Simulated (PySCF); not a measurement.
**A gas-phase reaction: H6SSi2 + ClCu → CuH5SSi2 + ClH**

Aim: the reaction energy of `[SiH3][SiH2]S` + `[Cl][Cu]` → `[SiH3][SiH2][S][Cu]` + `Cl`.

Programs: PySCF 2.14.0. All values are calculated, for the isolated system unless a continuum is named. Atoms count from 0, parts from 1.

## 1. Starting point

Each species was relaxed by itself at PBE0-D3(BJ)/def2-SVPD.

## 2. Energies of the species: wB97M-D3(BJ)/def2-TZVPD

What the job is given:

```
{"job": {"kind": "react", "xc": "wB97M-D3(BJ)", "basis": "def2-TZVPD"}, "charge": 0, "multiplicity": 1}
-1 H6SSi2 charge 0 multiplicity 1
Si     0.894780     0.140640     1.241350
Si    -0.771290     0.056410    -0.404770
S      0.197720    -0.661060    -2.200080
H      1.984410     1.070140     0.819550
H      0.295920     0.633740     2.518620
H      1.464800    -1.221770     1.460870
H     -1.361400     1.410310    -0.635420
H     -1.872300    -0.870360    -0.000650
H     -0.911930    -0.636880    -2.972980

-1 ClCu charge 0 multiplicity 1
Cl     0.052080     0.303770    -1.000370
Cu    -0.020300    -0.303850     1.001340

+1 CuH5SSi2 charge 0 multiplicity 1
Si     0.209990    -0.806500     0.830870
Si    -0.673520     1.085220    -0.350700
S     -0.004830     1.005800    -2.373370
Cu     1.163190    -0.541480    -1.370780
H      1.442200    -1.439480    -0.002880
H      0.912580    -0.584550     2.128980
H     -0.693320    -1.989880     0.928910
H     -0.197370     2.284780     0.405520
H     -2.158870     0.986010    -0.196560

+1 ClH charge 0 multiplicity 1
Cl     0.644700    -0.001890     0.002460
H     -0.643480     0.003580    -0.006690
```

With the program's defaults for keys left out, this is: wB97M-D3(BJ)/def2-TZVPD reaction energy of separated species, gas phase.

The run is started by

```bash
$ OMP_NUM_THREADS=1 python cluster_run.py task.json out
```

The driver reads the jobs from task.json and runs them one after another.

Output:

```text
species 1 (H6SSi2)
coarse grid: 33976 points
cycle   1  E = -980.9220764420  dE = -1.999e-01  |g| = 2.764e-01  |ddm| = 2.151e+00
cycle   2  E = -980.9421583434  dE = -2.008e-02  |g| = 1.759e-01  |ddm| = 4.305e-01
cycle   3  E = -980.9499607226  dE = -7.802e-03  |g| = 2.543e-02  |ddm| = 1.896e-01
cycle   4  E = -980.9501928456  dE = -2.321e-04  |g| = 7.546e-03  |ddm| = 3.798e-02
cycle   5  E = -980.9502197647  dE = -2.692e-05  |g| = 1.525e-03  |ddm| = 1.398e-02
cycle   6  E = -980.9502211329  dE = -1.368e-06  |g| = 3.765e-04  |ddm| = 2.950e-03
final grid: 67832 points
cycle   7  E = -980.9501935002  dE = -1.447e-07  |g| = 2.268e-04  |ddm| = 2.710e-03
cycle   8  E = -980.9501935169  dE = -1.674e-08  |g| = 1.483e-04  |ddm| = 5.337e-04
cycle   9  E = -980.9501935222  dE = -5.239e-09  |g| = 2.482e-05  |ddm| = 1.621e-04
cycle  10  E = -980.9501935229  dE = -7.265e-10  |g| = 5.642e-06  |ddm| = 9.386e-05
converged SCF energy = -980.9501935229

species 2 (ClCu)
coarse grid: 13760 points
cycle   1  E = -2100.4540485843  dE = -4.555e-02  |g| = 2.173e+00  |ddm| = 1.233e+00
cycle   2  E = -2099.7267735862  dE =  7.273e-01  |g| = 3.860e+00  |ddm| = 1.895e+00
cycle   3  E = -2100.8492307277  dE = -1.122e+00  |g| = 2.232e-01  |ddm| = 1.100e+00
cycle   4  E = -2100.8551877346  dE = -5.957e-03  |g| = 3.990e-02  |ddm| = 1.642e-01
cycle   5  E = -2100.8555095670  dE = -3.218e-04  |g| = 1.236e-02  |ddm| = 3.142e-02
cycle   6  E = -2100.8555767016  dE = -6.713e-05  |g| = 3.667e-03  |ddm| = 1.889e-02
cycle   7  E = -2100.8555967718  dE = -2.007e-05  |g| = 1.616e-03  |ddm| = 1.376e-02
cycle   8  E = -2100.8555993098  dE = -2.538e-06  |g| = 8.244e-04  |ddm| = 4.356e-03
final grid: 24784 points
cycle   9  E = -2100.8555113050  dE = -5.668e-07  |g| = 1.200e-03  |ddm| = 1.942e-03
cycle  10  E = -2100.8555112036  dE =  1.014e-07  |g| = 2.687e-03  |ddm| = 1.537e-03
cycle  11  E = -2100.8555117455  dE = -5.419e-07  |g| = 2.971e-04  |ddm| = 6.456e-04
cycle  12  E = -2100.8555119299  dE = -1.844e-07  |g| = 1.176e-04  |ddm| = 1.559e-03
cycle  13  E = -2100.8555119585  dE = -2.866e-08  |g| = 1.318e-05  |ddm| = 8.066e-04
cycle  14  E = -2100.8555119587  dE = -2.283e-10  |g| = 2.377e-06  |ddm| = 6.004e-05
converged SCF energy = -2100.8555119587

species 3 (CuH5SSi2)
coarse grid: 38944 points
cycle   1  E = -2620.3257466074  dE =  3.686e-01  |g| = 2.675e+00  |ddm| = 2.508e+00
cycle   2  E = -2619.1100433321  dE =  1.216e+00  |g| = 4.797e+00  |ddm| = 4.172e+00
cycle   3  E = -2620.9340898877  dE = -1.824e+00  |g| = 3.150e-01  |ddm| = 2.932e+00
cycle   4  E = -2620.9463320181  dE = -1.224e-02  |g| = 6.138e-02  |ddm| = 4.413e-01
cycle   5  E = -2620.9470561415  dE = -7.241e-04  |g| = 1.467e-02  |ddm| = 6.099e-02
cycle   6  E = -2620.9471373307  dE = -8.119e-05  |g| = 7.387e-03  |ddm| = 2.706e-02
cycle   7  E = -2620.9471540529  dE = -1.672e-05  |g| = 1.353e-03  |ddm| = 1.430e-02
cycle   8  E = -2620.9471555861  dE = -1.533e-06  |g| = 5.069e-04  |ddm| = 3.765e-03
final grid: 75496 points
cycle   9  E = -2620.9471043196  dE = -2.416e-07  |g| = 7.526e-04  |ddm| = 2.393e-03
cycle  10  E = -2620.9471041873  dE =  1.323e-07  |g| = 1.751e-03  |ddm| = 1.036e-03
cycle  11  E = -2620.9471044282  dE = -2.409e-07  |g| = 1.080e-04  |ddm| = 5.581e-04
cycle  12  E = -2620.9471044392  dE = -1.103e-08  |g| = 5.871e-05  |ddm| = 2.214e-04
cycle  13  E = -2620.9471044448  dE = -5.589e-09  |g| = 1.065e-05  |ddm| = 2.958e-04
cycle  14  E = -2620.9471044449  dE = -7.731e-11  |g| = 5.253e-06  |ddm| = 2.787e-05
converged SCF energy = -2620.9471044449

species 4 (ClH)
coarse grid: 8792 points
cycle   1  E = -460.8503329257  dE = -8.165e-02  |g| = 2.169e-01  |ddm| = 7.239e-01
cycle   2  E = -460.8625125758  dE = -1.218e-02  |g| = 1.397e-01  |ddm| = 2.651e-01
cycle   3  E = -460.8670520698  dE = -4.539e-03  |g| = 1.358e-02  |ddm| = 9.818e-02
cycle   4  E = -460.8670931531  dE = -4.108e-05  |g| = 3.364e-03  |ddm| = 9.545e-03
cycle   5  E = -460.8670994016  dE = -6.248e-06  |g| = 8.516e-04  |ddm| = 3.915e-03
final grid: 17120 points
cycle   6  E = -460.8670681514  dE = -3.716e-07  |g| = 3.676e-04  |ddm| = 8.893e-04
cycle   7  E = -460.8670681977  dE = -4.628e-08  |g| = 1.618e-04  |ddm| = 3.981e-04
cycle   8  E = -460.8670682042  dE = -6.573e-09  |g| = 4.221e-05  |ddm| = 1.295e-04
cycle   9  E = -460.8670682055  dE = -1.316e-09  |g| = 3.976e-06  |ddm| = 6.532e-05
cycle  10  E = -460.8670682056  dE = -5.684e-12  |g| = 8.167e-07  |ddm| = 3.314e-06
converged SCF energy = -460.8670682056

Reaction energy = -6.595 kcal/mol
```

Wall time 42 s (1 thread of Arm Neoverse V1, shared host); peak memory 0.81 GiB.

Species by species (with the dispersion term, which the log's SCF energies lack):

```
 ν              species  energy (Eh)  HOMO (eV)
-1        [SiH3][SiH2]S   -980.95938      -9.77
-1             [Cl][Cu]  -2100.85649      -9.90
+1  [SiH3][SiH2][S][Cu]  -2620.95876      -8.82
+1                   Cl   -460.86761     -11.93
```

## 3. Energies of the species: PBE0-D3(BJ)/def2-TZVPD

Settings changed since step 2:

```diff
@@ -1,2 +1,2 @@
-{"job": {"kind": "react", "xc": "wB97M-D3(BJ)", "basis": "def2-TZVPD"}, "charge": 0, "multiplicity": 1}
+{"job": {"kind": "react", "xc": "PBE0", "basis": "def2-TZVPD", "disp": "d3bj"}, "charge": 0, "multiplicity": 1}
 -1 H6SSi2 charge 0 multiplicity 1
```

With the program's defaults for keys left out, this is: PBE0-D3(BJ)/def2-TZVPD reaction energy of separated species, gas phase.

Output:

```text
species 1 (H6SSi2)
coarse grid: 8592 points
cycle   1  E = -980.4305031185  dE = -1.725e-01  |g| = 2.220e-01  |ddm| = 2.095e+00
cycle   2  E = -980.4309696109  dE = -4.665e-04  |g| = 2.132e-01  |ddm| = 4.179e-01
cycle   3  E = -980.4436323368  dE = -1.266e-02  |g| = 3.525e-02  |ddm| = 2.285e-01
cycle   4  E = -980.4439140698  dE = -2.817e-04  |g| = 5.832e-03  |ddm| = 2.970e-02
cycle   5  E = -980.4439228182  dE = -8.748e-06  |g| = 2.756e-03  |ddm| = 8.484e-03
final grid: 67832 points
cycle   6  E = -980.4441819692  dE = -1.209e-05  |g| = 5.349e-03  |ddm| = 2.702e-02
cycle   7  E = -980.4441817976  dE =  1.716e-07  |g| = 4.767e-03  |ddm| = 8.737e-03
cycle   8  E = -980.4441872024  dE = -5.405e-06  |g| = 4.914e-04  |ddm| = 4.588e-03
cycle   9  E = -980.4441872837  dE = -8.133e-08  |g| = 7.201e-05  |ddm| = 4.228e-04
cycle  10  E = -980.4441872853  dE = -1.623e-09  |g| = 1.826e-05  |ddm| = 8.146e-05
cycle  11  E = -980.4441872854  dE = -1.041e-10  |g| = 4.127e-06  |ddm| = 2.167e-05
converged SCF energy = -980.4441872854

species 2 (ClCu)
coarse grid: 13760 points
cycle   1  E = -2099.1362637082  dE =  8.590e-01  |g| = 3.650e+00  |ddm| = 1.548e+00
cycle   2  E = -2094.6185078831  dE =  4.518e+00  |g| = 7.132e+00  |ddm| = 5.288e+00
cycle   3  E = -2100.1988859382  dE = -5.580e+00  |g| = 1.212e+00  |ddm| = 4.901e+00
cycle   4  E = -2100.1216527631  dE =  7.723e-02  |g| = 9.262e-01  |ddm| = 1.548e+00
cycle   5  E = -2100.3753068531  dE = -2.537e-01  |g| = 6.229e-02  |ddm| = 1.064e+00
cycle   6  E = -2100.3759397619  dE = -6.329e-04  |g| = 1.870e-02  |ddm| = 5.243e-02
cycle   7  E = -2100.3760188477  dE = -7.909e-05  |g| = 6.884e-03  |ddm| = 2.008e-02
cycle   8  E = -2100.3760332386  dE = -1.439e-05  |g| = 2.443e-03  |ddm| = 8.316e-03
cycle   9  E = -2100.3760350018  dE = -1.763e-06  |g| = 1.408e-03  |ddm| = 4.287e-03
final grid: 24784 points
cycle  10  E = -2100.3760347187  dE =  8.664e-07  |g| = 3.754e-03  |ddm| = 1.817e-03
cycle  11  E = -2100.3760272782  dE =  7.440e-06  |g| = 1.050e-02  |ddm| = 3.948e-03
cycle  12  E = -2100.3760358667  dE = -8.589e-06  |g| = 1.257e-04  |ddm| = 2.788e-03
cycle  13  E = -2100.3760358699  dE = -3.167e-09  |g| = 5.863e-05  |ddm| = 1.574e-04
cycle  14  E = -2100.3760358711  dE = -1.196e-09  |g| = 6.174e-06  |ddm| = 1.248e-04
cycle  15  E = -2100.3760358711  dE = -2.410e-11  |g| = 1.046e-06  |ddm| = 2.058e-05
converged SCF energy = -2100.3760358711

species 3 (CuH5SSi2)
coarse grid: 38944 points
cycle   1  E = -2617.9765628840  dE =  1.939e+00  |g| = 4.919e+00  |ddm| = 2.825e+00
cycle   2  E = -2609.3503720515  dE =  8.626e+00  |g| = 9.276e+00  |ddm| = 2.353e+01
cycle   3  E = -2619.8511032968  dE = -1.050e+01  |g| = 1.648e+00  |ddm| = 2.265e+01
cycle   4  E = -2619.2581515991  dE =  5.930e-01  |g| = 1.595e+00  |ddm| = 3.102e+00
cycle   5  E = -2620.1562409744  dE = -8.981e-01  |g| = 2.240e-01  |ddm| = 2.709e+00
cycle   6  E = -2620.1604934876  dE = -4.253e-03  |g| = 1.781e-01  |ddm| = 4.118e-01
cycle   7  E = -2620.1688063508  dE = -8.313e-03  |g| = 3.051e-02  |ddm| = 1.731e-01
cycle   8  E = -2620.1689951276  dE = -1.888e-04  |g| = 8.156e-03  |ddm| = 2.868e-02
cycle   9  E = -2620.1690084486  dE = -1.332e-05  |g| = 1.874e-03  |ddm| = 8.193e-03
cycle  10  E = -2620.1690090966  dE = -6.480e-07  |g| = 1.001e-03  |ddm| = 2.862e-03
final grid: 75496 points
cycle  11  E = -2620.1690176310  dE =  5.931e-07  |g| = 2.930e-03  |ddm| = 3.769e-03
cycle  12  E = -2620.1690107455  dE =  6.886e-06  |g| = 9.457e-03  |ddm| = 4.822e-03
cycle  13  E = -2620.1690184138  dE = -7.668e-06  |g| = 2.829e-04  |ddm| = 3.515e-03
cycle  14  E = -2620.1690184368  dE = -2.306e-08  |g| = 3.911e-05  |ddm| = 3.453e-04
cycle  15  E = -2620.1690184373  dE = -4.857e-10  |g| = 5.827e-06  |ddm| = 5.351e-05
converged SCF energy = -2620.1690184373

species 4 (ClH)
coarse grid: 2248 points
cycle   1  E = -460.6537837745  dE = -4.644e-02  |g| = 1.882e-01  |ddm| = 7.411e-01
cycle   2  E = -460.6558524657  dE = -2.069e-03  |g| = 1.902e-01  |ddm| = 3.151e-01
cycle   3  E = -460.6653815124  dE = -9.529e-03  |g| = 1.506e-02  |ddm| = 1.513e-01
cycle   4  E = -460.6654035697  dE = -2.206e-05  |g| = 2.693e-03  |ddm| = 7.323e-03
cycle   5  E = -460.6654051175  dE = -1.548e-06  |g| = 1.111e-03  |ddm| = 2.553e-03
final grid: 17120 points
cycle   6  E = -460.6658902677  dE = -4.429e-06  |g| = 2.164e-03  |ddm| = 7.338e-03
cycle   7  E = -460.6658902972  dE = -2.953e-08  |g| = 1.795e-03  |ddm| = 2.512e-03
cycle   8  E = -460.6658909148  dE = -6.176e-07  |g| = 1.533e-04  |ddm| = 1.363e-03
cycle   9  E = -460.6658909217  dE = -6.899e-09  |g| = 2.148e-05  |ddm| = 1.086e-04
cycle  10  E = -460.6658909218  dE = -1.013e-10  |g| = 4.934e-06  |ddm| = 1.682e-05
converged SCF energy = -460.6658909218

Reaction energy = -10.723 kcal/mol
```

Wall time 23 s (1 thread of Arm Neoverse V1, shared host); peak memory 0.73 GiB.

Reaction energy at this level: -10.72 kcal/mol.

## 4. Side by side

Energies in kcal/mol, with wall time:

```
                    run  reaction  time
wB97M-D3(BJ)/def2-TZVPD     -6.59  42 s
 PBE0-D3(BJ)/def2-TZVPD    -10.72  23 s
```

## 5. Summary of results

| quantity | value |
| --- | --- |
| reaction energy (wB97M-D3(BJ)/def2-TZVPD) | -6.59 kcal/mol |
| ΔH, ΔG at 298 K (xTB thermal terms) | -7.7, -5.6 kcal/mol |
| range of the reaction energy over the runs of this table | -10.72 to -6.59 kcal/mol |

What this shows: The reaction is exothermic by 7.7 kcal/mol in the gas phase; dispersion gives -1.28, and xTB itself gave 11.19 for the electronic energy (xTB energies and thermal terms come from the earlier relaxation of each species, not shown). No barrier was sought. xTB and this level differ widely in the electronic energy, so what comes from xTB (the thermal terms above all) is less safe here. The reaction energy runs from -10.72 (PBE0-D3(BJ)/def2-TZVPD) to -6.59 kcal/mol (wB97M-D3(BJ)/def2-TZVPD).
